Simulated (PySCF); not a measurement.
# C4H4BFSe: NMR shifts at several levels of theory

How much do the NMR shifts of C4H4BFSe (`FBc1cc[se]c1`) depend on the level of theory, and what does each level cost?

Computed with PySCF 2.14.0, with density-fitted response routines of our own, on a single molecule in the gas phase. Atoms count from 0, in the outputs and in this text.

**1. Starting geometry**

11 atoms, charge 0, multiplicity 1; geometry from: PBE0-D3(BJ)/def2-SVP.

Bonds of the start (Å): F0–B1 1.33, B1–C2 1.54, C2–C3 1.44, C3–C4 1.36, C4–Se5 1.86, Se5–C6 1.84, C6–C2 1.38, B1–H7 1.21, C3–H8 1.09, C4–H9 1.09, C6–H10 1.09.

**2. Shielding tensors: CAM-B3LYP/pcSseg-1**

What the job is given:

```
{"job": {"kind": "nmr", "xc": "CAM-B3LYP", "basis": "pcSseg-1", "pop": false}, "charge": 0, "multiplicity": 1}
F     -2.822805     0.447161     0.242640
B     -1.866188    -0.464364     0.101262
C     -0.390794    -0.019972     0.043596
C      0.724774    -0.914184    -0.113396
C      1.950892    -0.319990    -0.148119
Se     1.815485     1.525124     0.026526
C     -0.009070     1.302938     0.134284
H     -2.211029    -1.623494     0.021539
H      0.597956    -1.995915    -0.200432
H      2.922066    -0.801189    -0.260097
H     -0.673228     2.159116     0.256675
```

Method: GIAO CAM-B3LYP/pcSseg-1 NMR shielding, non-relativistic, gas phase.

Command:

```sh
> OMP_NUM_THREADS=1 python probes_run.py task.json out
```

This one command runs all jobs of the session in turn.

The log of the run:

```text
coarse grid: 48424 points
cycle   1  E = -2680.7674281399  dE =  2.015e-01  |g| = 8.665e-01  |ddm| = 3.342e+00
cycle   2  E = -2680.7586303209  dE =  8.798e-03  |g| = 7.932e-01  |ddm| = 8.752e-01
cycle   3  E = -2680.8320899999  dE = -7.346e-02  |g| = 1.451e-01  |ddm| = 5.645e-01
cycle   4  E = -2680.8352669008  dE = -3.177e-03  |g| = 3.167e-02  |ddm| = 1.058e-01
cycle   5  E = -2680.8353759153  dE = -1.090e-04  |g| = 6.666e-03  |ddm| = 2.559e-02
cycle   6  E = -2680.8353838584  dE = -7.943e-06  |g| = 2.893e-03  |ddm| = 1.087e-02
final grid: 102208 points
cycle   7  E = -2680.8354031172  dE =  6.500e-07  |g| = 3.814e-03  |ddm| = 6.945e-03
cycle   8  E = -2680.8354008759  dE =  2.241e-06  |g| = 5.120e-03  |ddm| = 8.231e-03
cycle   9  E = -2680.8354065752  dE = -5.699e-06  |g| = 3.200e-04  |ddm| = 4.438e-03
cycle  10  E = -2680.8354066017  dE = -2.650e-08  |g| = 9.546e-05  |ddm| = 3.049e-04
cycle  11  E = -2680.8354066057  dE = -4.012e-09  |g| = 4.114e-05  |ddm| = 1.479e-04
cycle  12  E = -2680.8354066071  dE = -1.332e-09  |g| = 1.446e-05  |ddm| = 1.423e-04
cycle  13  E = -2680.8354066071  dE = -6.412e-11  |g| = 3.345e-06  |ddm| = 1.812e-05
converged SCF energy = -2680.8354066071

GIAO shielding tensors (ppm)
atom      isotropic    diamagn.    paramagn.     s11        s22        s33       span
  0 F      215.844     468.460    -252.616     32.697    125.268    489.568    456.871
  1 B       54.262     190.978    -136.716     13.924     65.154     83.708     69.784
  2 C       33.204     254.132    -220.928    -60.400     12.978    147.035    207.435
  3 C       37.600     251.032    -213.432    -55.690     27.245    141.245    196.935
  4 C       36.331     256.436    -220.105    -63.372     36.467    135.898    199.270
  5 Se    1044.670    2997.438   -1952.768    687.515   1160.180   1286.313    598.798
  6 C       16.270     255.408    -239.138    -99.103      5.910    142.004    241.108
  7 H       25.762      28.559      -2.797     22.618     26.261     28.408      5.790
  8 H       23.767      30.643      -6.875     20.799     23.216     27.288      6.489
  9 H       23.741      29.915      -6.174     20.792     22.838     27.594      6.802
 10 H       22.593      30.730      -8.137     19.696     20.338     27.745      8.049
```

Wall time 28 s (1 thread of Arm Neoverse V1, shared host); peak memory 0.93 GiB.

The references, computed at this level on geometries of the same kind, shield at (ppm): ¹H TMS 31.33, ¹³C TMS 182.4, ¹⁹F CFCl3 189.1, ¹¹B BF3·OEt2 99.3, ⁷⁷Se Me2Se 1723. Their shielding less the atom's gives the shift. The references are single molecules in the gas phase, so shifts against H2O, NH3, PH3, H3PO4 or CFCl3 are not on the usual liquid scales and can be off by tens of ppm.

| atoms | environment | σ (ppm) | δ (ppm) |
| --- | --- | --- | --- |
| C6 | aromatic CH next to the ring selenium | 16.3 | 166.2 |
| C2 | substituted aromatic carbon | 33.2 | 149.2 |
| C4 | aromatic CH next to the ring selenium | 36.3 | 146.1 |
| C3 | aromatic CH | 37.6 | 144.8 |
| H10 | hydrogen on an aromatic CH next to the ring selenium | 22.59 | 8.74 |
| H9 | hydrogen on an aromatic CH next to the ring selenium | 23.74 | 7.59 |
| H8 | hydrogen on an aromatic CH | 23.77 | 7.56 |
| H7 | hydrogen on a boron bonded to C, F | 25.76 | 5.57 |
| F0 | fluorine bonded to B | 215.8 | -26.7 |
| B1 | boron bonded to C, F, H | 54.3 | 45.1 |
| Se5 | selenium bonded to 2 C, in a 5-membered ring | 1045 | 678 |

Ring of atoms C2, C3, C4, Se5, C6: NICS(0) -11.5, NICS(1) -11.1, NICS(1)zz -25.2 ppm (means of both faces).

**3. Nuclear shieldings: LDA/pcSseg-1**

Same as in step 2 but for these lines:

```diff
@@ -1,2 +1,2 @@
-{"job": {"kind": "nmr", "xc": "CAM-B3LYP", "basis": "pcSseg-1", "pop": false}, "charge": 0, "multiplicity": 1}
+{"job": {"kind": "nmr", "xc": "LDA", "basis": "pcSseg-1", "pop": false}, "charge": 0, "multiplicity": 1}
 F     -2.822805     0.447161     0.242640
```

With the program's defaults for keys left out, this is: GIAO LDA/pcSseg-1 NMR shielding, non-relativistic, gas phase.

The log of the run:

```text
coarse grid: 48424 points
cycle   1  E = -2675.0012424363  dE = -1.242e-01  |g| = 1.135e+00  |ddm| = 3.515e+00
cycle   2  E = -2674.5724713476  dE =  4.288e-01  |g| = 1.653e+00  |ddm| = 2.126e+00
cycle   3  E = -2675.0382437521  dE = -4.658e-01  |g| = 5.235e-01  |ddm| = 2.145e+00
cycle   4  E = -2675.1137891082  dE = -7.555e-02  |g| = 2.149e-01  |ddm| = 8.326e-01
cycle   5  E = -2675.1251478984  dE = -1.136e-02  |g| = 9.849e-02  |ddm| = 2.644e-01
cycle   6  E = -2675.1269411967  dE = -1.793e-03  |g| = 2.500e-02  |ddm| = 8.552e-02
cycle   7  E = -2675.1270586926  dE = -1.175e-04  |g| = 1.691e-02  |ddm| = 4.060e-02
cycle   8  E = -2675.1271345320  dE = -7.584e-05  |g| = 3.835e-03  |ddm| = 1.719e-02
cycle   9  E = -2675.1271380872  dE = -3.555e-06  |g| = 4.984e-04  |ddm| = 4.137e-03
final grid: 102208 points
cycle  10  E = -2675.1271626959  dE =  1.342e-07  |g| = 9.899e-04  |ddm| = 1.983e-03
cycle  11  E = -2675.1271615886  dE =  1.107e-06  |g| = 2.339e-03  |ddm| = 2.880e-03
cycle  12  E = -2675.1271628865  dE = -1.298e-06  |g| = 3.475e-04  |ddm| = 2.137e-03
cycle  13  E = -2675.1271629180  dE = -3.148e-08  |g| = 7.781e-05  |ddm| = 3.747e-04
cycle  14  E = -2675.1271629197  dE = -1.650e-09  |g| = 1.742e-05  |ddm| = 8.095e-05
cycle  15  E = -2675.1271629197  dE = -7.094e-11  |g| = 3.886e-06  |ddm| = 1.883e-05
converged SCF energy = -2675.1271629197

GIAO shielding tensors (ppm)
atom      isotropic    diamagn.    paramagn.     s11        s22        s33       span
  0 F      176.559     467.115    -290.556    -14.136     58.957    484.856    498.991
  1 B       47.954     191.426    -143.472      7.919     56.694     79.249     71.330
  2 C       27.489     254.502    -227.013    -60.505      5.389    137.583    198.088
  3 C       34.647     251.927    -217.280    -49.650     19.147    134.443    184.093
  4 C       36.302     257.279    -220.977    -53.490     35.204    127.192    180.683
  5 Se     957.433    2996.815   -2039.382    667.938   1023.255   1181.106    513.168
  6 C       20.860     256.598    -235.738    -82.193     10.837    133.936    216.129
  7 H       24.941      27.926      -2.985     21.939     25.428     27.457      5.518
  8 H       23.153      30.192      -7.039     20.363     22.817     26.279      5.916
  9 H       23.272      29.390      -6.118     20.258     22.365     27.192      6.934
 10 H       22.252      30.320      -8.068     19.204     20.147     27.407      8.203
```

Run time: 24 s. Hardware: 1 thread of Arm Neoverse V1, shared host; peak memory 0.78 GiB.

This run: δ C6 159.9, C2 153.2, C3 146.1, C4 144.4, H10 8.58, H8 7.68 ppm.

**4. Nuclear shieldings: HF/pcSseg-1**

Same as in step 3 but for these lines:

```diff
@@ -1,2 +1,2 @@
-{"job": {"kind": "nmr", "xc": "LDA", "basis": "pcSseg-1", "pop": false}, "charge": 0, "multiplicity": 1}
+{"job": {"kind": "nmr", "xc": "HF", "basis": "pcSseg-1", "pop": false}, "charge": 0, "multiplicity": 1}
 F     -2.822805     0.447161     0.242640
```

Level: GIAO HF/pcSseg-1 NMR shielding, non-relativistic, gas phase.

The log of the run:

```text
final grid: 102208 points
cycle   1  E = -2677.3692423812  dE =  6.405e-01  |g| = 6.697e-01  |ddm| = 3.279e+00
cycle   2  E = -2677.4573862025  dE = -8.814e-02  |g| = 3.278e-01  |ddm| = 7.041e-01
cycle   3  E = -2677.4746037440  dE = -1.722e-02  |g| = 7.763e-02  |ddm| = 2.642e-01
cycle   4  E = -2677.4766890875  dE = -2.085e-03  |g| = 2.060e-02  |ddm| = 1.247e-01
cycle   5  E = -2677.4768632170  dE = -1.741e-04  |g| = 7.452e-03  |ddm| = 3.573e-02
cycle   6  E = -2677.4768977677  dE = -3.455e-05  |g| = 2.851e-03  |ddm| = 1.494e-02
cycle   7  E = -2677.4769090946  dE = -1.133e-05  |g| = 1.435e-03  |ddm| = 9.682e-03
cycle   8  E = -2677.4769112876  dE = -2.193e-06  |g| = 4.641e-04  |ddm| = 5.087e-03
cycle   9  E = -2677.4769115251  dE = -2.376e-07  |g| = 1.402e-04  |ddm| = 1.759e-03
cycle  10  E = -2677.4769115456  dE = -2.043e-08  |g| = 4.501e-05  |ddm| = 4.831e-04
cycle  11  E = -2677.4769115477  dE = -2.153e-09  |g| = 2.432e-05  |ddm| = 1.505e-04
cycle  12  E = -2677.4769115480  dE = -2.747e-10  |g| = 6.988e-06  |ddm| = 4.467e-05
converged SCF energy = -2677.4769115480

GIAO shielding tensors (ppm)
atom      isotropic    diamagn.    paramagn.     s11        s22        s33       span
  0 F      279.396     468.178    -188.782    112.773    223.884    501.531    388.758
  1 B       72.126     189.474    -117.348     33.700     87.065     95.612     61.911
  2 C       47.966     254.217    -206.251    -56.058     35.242    164.715    220.773
  3 C       48.585     251.295    -202.710    -56.276     45.861    156.169    212.445
  4 C       48.625     256.350    -207.725    -58.344     51.730    152.489    210.833
  5 Se    1309.776    2996.731   -1686.955    922.423   1473.395   1533.508    611.085
  6 C       19.828     254.097    -234.269   -106.741      8.165    158.060    264.800
  7 H       26.425      28.640      -2.215     22.853     26.812     29.610      6.757
  8 H       24.029      30.230      -6.201     20.490     23.227     28.369      7.879
  9 H       24.055      30.053      -5.998     20.598     23.621     27.945      7.347
 10 H       22.557      30.253      -7.696     19.409     20.578     27.683      8.273
```

Run time: 12 s. Hardware: 1 thread of Arm Neoverse V1, shared host; peak memory 0.87 GiB.

In short: δ C6 171.0, C2 142.9, C3 142.3, C4 142.2, H10 9.13, H8 7.66 ppm.

**5. NMR shieldings: B97-D/pcSseg-1**

Same as in step 4 but for these lines:

```diff
@@ -1,2 +1,2 @@
-{"job": {"kind": "nmr", "xc": "HF", "basis": "pcSseg-1", "pop": false}, "charge": 0, "multiplicity": 1}
+{"job": {"kind": "nmr", "xc": "B97-D", "basis": "pcSseg-1", "pop": false}, "charge": 0, "multiplicity": 1}
 F     -2.822805     0.447161     0.242640
```

Method: GIAO B97-D/pcSseg-1 NMR shielding, non-relativistic, gas phase.

The log of the run:

```text
coarse grid: 48424 points
cycle   1  E = -2681.7740783292  dE = -1.134e-01  |g| = 9.046e-01  |ddm| = 3.472e+00
cycle   2  E = -2681.4296313858  dE =  3.444e-01  |g| = 1.441e+00  |ddm| = 1.925e+00
cycle   3  E = -2681.8467606051  dE = -4.171e-01  |g| = 3.249e-01  |ddm| = 1.756e+00
cycle   4  E = -2681.8678479535  dE = -2.109e-02  |g| = 2.050e-01  |ddm| = 5.895e-01
cycle   5  E = -2681.8799739999  dE = -1.213e-02  |g| = 4.135e-02  |ddm| = 2.220e-01
cycle   6  E = -2681.8802570394  dE = -2.830e-04  |g| = 1.527e-02  |ddm| = 4.792e-02
cycle   7  E = -2681.8803107238  dE = -5.368e-05  |g| = 7.191e-03  |ddm| = 2.209e-02
cycle   8  E = -2681.8803214746  dE = -1.075e-05  |g| = 3.883e-03  |ddm| = 9.848e-03
cycle   9  E = -2681.8803254718  dE = -3.997e-06  |g| = 3.257e-04  |ddm| = 3.668e-03
final grid: 102208 points
cycle  10  E = -2681.8803743764  dE =  1.914e-08  |g| = 6.532e-04  |ddm| = 2.590e-03
cycle  11  E = -2681.8803735496  dE =  8.268e-07  |g| = 1.772e-03  |ddm| = 2.591e-03
cycle  12  E = -2681.8803745048  dE = -9.552e-07  |g| = 1.829e-04  |ddm| = 1.848e-03
cycle  13  E = -2681.8803745132  dE = -8.386e-09  |g| = 7.656e-05  |ddm| = 2.449e-04
cycle  14  E = -2681.8803745145  dE = -1.338e-09  |g| = 1.557e-05  |ddm| = 8.001e-05
cycle  15  E = -2681.8803745146  dE = -6.185e-11  |g| = 4.569e-06  |ddm| = 1.962e-05
converged SCF energy = -2681.8803745146

GIAO shielding tensors (ppm)
atom      isotropic    diamagn.    paramagn.     s11        s22        s33       span
  0 F      209.193     468.145    -258.951     32.389    117.397    477.793    445.404
  1 B       59.533     192.229    -132.697     28.306     67.539     82.753     54.446
  2 C       38.439     253.504    -215.065    -44.484     17.564    142.236    186.720
  3 C       43.543     250.908    -207.365    -37.546     32.456    135.720    173.267
  4 C       44.435     256.110    -211.675    -41.497     46.448    128.353    169.850
  5 Se    1014.174    2999.924   -1985.750    723.981   1090.763   1227.776    503.795
  6 C       28.578     255.339    -226.760    -71.524     22.912    134.347    205.870
  7 H       25.907      28.861      -2.954     22.848     26.459     28.413      5.566
  8 H       23.908      31.066      -7.158     21.179     23.525     27.019      5.841
  9 H       24.004      30.196      -6.192     21.076     23.108     27.827      6.751
 10 H       22.946      31.161      -8.215     20.009     20.889     27.940      7.932
```

It took 29 s on 1 thread of Arm Neoverse V1, shared host; peak memory 0.8 GiB.

Key values: δ C6 150.6, C2 140.7, C3 135.6, C4 134.7, H10 8.46, H8 7.50 ppm.

**6. NMR shieldings: wB97X-D/pcSseg-1**

Same as in step 5 but for these lines:

```diff
@@ -1,2 +1,2 @@
-{"job": {"kind": "nmr", "xc": "B97-D", "basis": "pcSseg-1", "pop": false}, "charge": 0, "multiplicity": 1}
+{"job": {"kind": "nmr", "xc": "wB97X-D", "basis": "pcSseg-1", "pop": false}, "charge": 0, "multiplicity": 1}
 F     -2.822805     0.447161     0.242640
```

Method: GIAO wB97X-D/pcSseg-1 NMR shielding, non-relativistic, gas phase.

The log of the run:

```text
coarse grid: 48424 points
cycle   1  E = -2680.7380742591  dE =  2.421e-01  |g| = 8.378e-01  |ddm| = 3.329e+00
cycle   2  E = -2680.7462376615  dE = -8.163e-03  |g| = 7.120e-01  |ddm| = 7.757e-01
cycle   3  E = -2680.8040621981  dE = -5.782e-02  |g| = 1.226e-01  |ddm| = 4.573e-01
cycle   4  E = -2680.8062587556  dE = -2.197e-03  |g| = 2.961e-02  |ddm| = 8.502e-02
cycle   5  E = -2680.8063680066  dE = -1.093e-04  |g| = 7.745e-03  |ddm| = 2.813e-02
cycle   6  E = -2680.8063808335  dE = -1.283e-05  |g| = 2.964e-03  |ddm| = 1.394e-02
cycle   7  E = -2680.8063838498  dE = -3.016e-06  |g| = 8.439e-04  |ddm| = 4.379e-03
final grid: 102208 points
cycle   8  E = -2680.8060702157  dE = -1.622e-06  |g| = 1.380e-03  |ddm| = 3.530e-03
cycle   9  E = -2680.8060701024  dE =  1.132e-07  |g| = 1.665e-03  |ddm| = 2.346e-03
cycle  10  E = -2680.8060707118  dE = -6.094e-07  |g| = 1.044e-04  |ddm| = 1.361e-03
cycle  11  E = -2680.8060707187  dE = -6.850e-09  |g| = 6.763e-05  |ddm| = 2.144e-04
cycle  12  E = -2680.8060707210  dE = -2.299e-09  |g| = 2.446e-05  |ddm| = 1.227e-04
cycle  13  E = -2680.8060707214  dE = -4.225e-10  |g| = 1.108e-05  |ddm| = 6.321e-05
converged SCF energy = -2680.8060707214

GIAO shielding tensors (ppm)
atom      isotropic    diamagn.    paramagn.     s11        s22        s33       span
  0 F      225.696     467.896    -242.199     46.177    140.282    490.630    444.453
  1 B       59.560     191.100    -131.539     22.822     69.804     86.054     63.232
  2 C       38.805     254.492    -215.687    -51.568     18.452    149.530    201.098
  3 C       41.614     251.530    -209.916    -48.758     30.460    143.139    191.897
  4 C       41.891     256.986    -215.095    -54.159     41.316    138.516    192.675
  5 Se    1081.301    2997.483   -1916.182    740.004   1196.340   1307.559    567.555
  6 C       22.245     255.734    -233.490    -88.937     11.295    144.376    233.312
  7 H       25.850      28.543      -2.693     22.662     26.330     28.558      5.896
  8 H       23.753      30.567      -6.813     20.760     23.264     27.236      6.476
  9 H       23.754      29.919      -6.165     20.728     22.887     27.647      6.920
 10 H       22.629      30.622      -7.994     19.639     20.516     27.731      8.092
```

Wall time 27 s (1 thread of Arm Neoverse V1, shared host); peak memory 0.92 GiB.

This run: δ C6 162.3, C2 145.7, C3 142.9, C4 142.6, H10 8.75, H8 7.63 ppm.

**7. Shielding tensors: BLYP/pcSseg-1**

Same as in step 6 but for these lines:

```diff
@@ -1,2 +1,2 @@
-{"job": {"kind": "nmr", "xc": "wB97X-D", "basis": "pcSseg-1", "pop": false}, "charge": 0, "multiplicity": 1}
+{"job": {"kind": "nmr", "xc": "BLYP", "basis": "pcSseg-1", "pop": false}, "charge": 0, "multiplicity": 1}
 F     -2.822805     0.447161     0.242640
```

Method: GIAO BLYP/pcSseg-1 NMR shielding, non-relativistic, gas phase.

The log of the run:

```text
coarse grid: 48424 points
cycle   1  E = -2680.6650375051  dE = -9.471e-02  |g| = 1.129e+00  |ddm| = 3.499e+00
cycle   2  E = -2680.1758489815  dE =  4.892e-01  |g| = 1.751e+00  |ddm| = 2.320e+00
cycle   3  E = -2680.7407187993  dE = -5.649e-01  |g| = 4.551e-01  |ddm| = 2.215e+00
cycle   4  E = -2680.7922606854  dE = -5.154e-02  |g| = 2.194e-01  |ddm| = 7.498e-01
cycle   5  E = -2680.8048614141  dE = -1.260e-02  |g| = 9.066e-02  |ddm| = 2.671e-01
cycle   6  E = -2680.8063980793  dE = -1.537e-03  |g| = 1.893e-02  |ddm| = 7.232e-02
cycle   7  E = -2680.8064378962  dE = -3.982e-05  |g| = 1.572e-02  |ddm| = 3.385e-02
cycle   8  E = -2680.8065055804  dE = -6.768e-05  |g| = 3.295e-03  |ddm| = 1.599e-02
cycle   9  E = -2680.8065082708  dE = -2.690e-06  |g| = 4.296e-04  |ddm| = 3.493e-03
final grid: 102208 points
cycle  10  E = -2680.8065369327  dE =  2.037e-08  |g| = 6.715e-04  |ddm| = 2.016e-03
cycle  11  E = -2680.8065364211  dE =  5.116e-07  |g| = 1.521e-03  |ddm| = 1.851e-03
cycle  12  E = -2680.8065370118  dE = -5.907e-07  |g| = 3.385e-04  |ddm| = 1.495e-03
cycle  13  E = -2680.8065370411  dE = -2.924e-08  |g| = 6.127e-05  |ddm| = 3.600e-04
cycle  14  E = -2680.8065370419  dE = -8.868e-10  |g| = 2.027e-05  |ddm| = 7.943e-05
converged SCF energy = -2680.8065370419

GIAO shielding tensors (ppm)
atom      isotropic    diamagn.    paramagn.     s11        s22        s33       span
  0 F      190.932     468.617    -277.685      6.925     90.545    475.325    468.400
  1 B       51.557     191.798    -140.241     17.186     59.202     78.282     61.095
  2 C       28.059     252.881    -224.822    -58.999      6.426    136.749    195.748
  3 C       34.799     250.430    -215.631    -49.900     23.504    130.794    180.694
  4 C       35.640     255.733    -220.094    -55.125     38.220    123.824    178.949
  5 Se     981.657    2997.455   -2015.799    687.089   1055.504   1202.377    515.289
  6 C       19.560     255.164    -235.604    -86.141     14.621    130.201    216.342
  7 H       25.786      28.862      -3.076     22.803     26.383     28.172      5.370
  8 H       23.890      31.141      -7.251     21.265     23.423     26.983      5.718
  9 H       23.994      30.254      -6.260     21.190     22.990     27.803      6.613
 10 H       22.923      31.278      -8.355     20.129     20.626     28.014      7.885
```

Wall time 26 s (1 thread of Arm Neoverse V1, shared host); peak memory 0.81 GiB.

Key values: δ C6 155.8, C2 147.3, C3 140.5, C4 139.7, H10 8.44, H8 7.47 ppm.

**8. Shielding tensors: B3LYP/pcSseg-1**

Same as in step 7 but for these lines:

```diff
@@ -1,2 +1,2 @@
-{"job": {"kind": "nmr", "xc": "BLYP", "basis": "pcSseg-1", "pop": false}, "charge": 0, "multiplicity": 1}
+{"job": {"kind": "nmr", "xc": "B3LYP", "basis": "pcSseg-1", "pop": false}, "charge": 0, "multiplicity": 1}
 F     -2.822805     0.447161     0.242640
```

With the program's defaults for keys left out, this is: GIAO B3LYP/pcSseg-1 NMR shielding, non-relativistic, gas phase.

The log of the run:

```text
coarse grid: 48424 points
cycle   1  E = -2680.7995484832  dE =  1.120e-02  |g| = 9.295e-01  |ddm| = 3.422e+00
cycle   2  E = -2680.6721165998  dE =  1.274e-01  |g| = 1.112e+00  |ddm| = 1.379e+00
cycle   3  E = -2680.8682356311  dE = -1.961e-01  |g| = 2.386e-01  |ddm| = 1.151e+00
cycle   4  E = -2680.8811935490  dE = -1.296e-02  |g| = 8.388e-02  |ddm| = 3.323e-01
cycle   5  E = -2680.8830577169  dE = -1.864e-03  |g| = 3.001e-02  |ddm| = 1.037e-01
cycle   6  E = -2680.8832187695  dE = -1.611e-04  |g| = 3.488e-03  |ddm| = 2.040e-02
cycle   7  E = -2680.8832189847  dE = -2.152e-07  |g| = 2.957e-03  |ddm| = 5.829e-03
final grid: 102208 points
cycle   8  E = -2680.8832329323  dE =  9.480e-06  |g| = 6.468e-03  |ddm| = 9.094e-03
cycle   9  E = -2680.8831842892  dE =  4.864e-05  |g| = 1.454e-02  |ddm| = 1.987e-02
cycle  10  E = -2680.8832448734  dE = -6.058e-05  |g| = 5.305e-04  |ddm| = 1.371e-02
cycle  11  E = -2680.8832449374  dE = -6.403e-08  |g| = 5.498e-05  |ddm| = 4.053e-04
cycle  12  E = -2680.8832449381  dE = -6.830e-10  |g| = 1.938e-05  |ddm| = 6.372e-05
converged SCF energy = -2680.8832449381

GIAO shielding tensors (ppm)
atom      isotropic    diamagn.    paramagn.     s11        s22        s33       span
  0 F      212.497     468.474    -255.977     30.439    123.720    483.332    452.893
  1 B       55.040     191.251    -136.212     18.383     64.589     82.146     63.763
  2 C       31.558     253.538    -221.979    -58.717     10.405    142.987    201.704
  3 C       36.812     250.953    -214.141    -52.277     26.020    136.694    188.971
  4 C       36.532     256.244    -219.712    -58.554     37.940    130.210    188.765
  5 Se    1034.696    2997.336   -1962.640    713.696   1119.587   1270.806    557.110
  6 C       18.103     255.296    -237.193    -92.542     10.460    136.392    228.934
  7 H       25.879      28.720      -2.841     22.773     26.440     28.424      5.651
  8 H       23.842      30.861      -7.019     20.987     23.364     27.176      6.189
  9 H       23.887      30.097      -6.210     20.964     22.962     27.735      6.771
 10 H       22.755      30.953      -8.198     19.863     20.488     27.915      8.052
```

Wall time 18 s (1 thread of Arm Neoverse V1, shared host); peak memory 0.9 GiB.

This run: δ C6 161.1, C2 147.7, C4 142.7, C3 142.4, H10 8.63, H8 7.54 ppm.

[end of part 1 of 2]
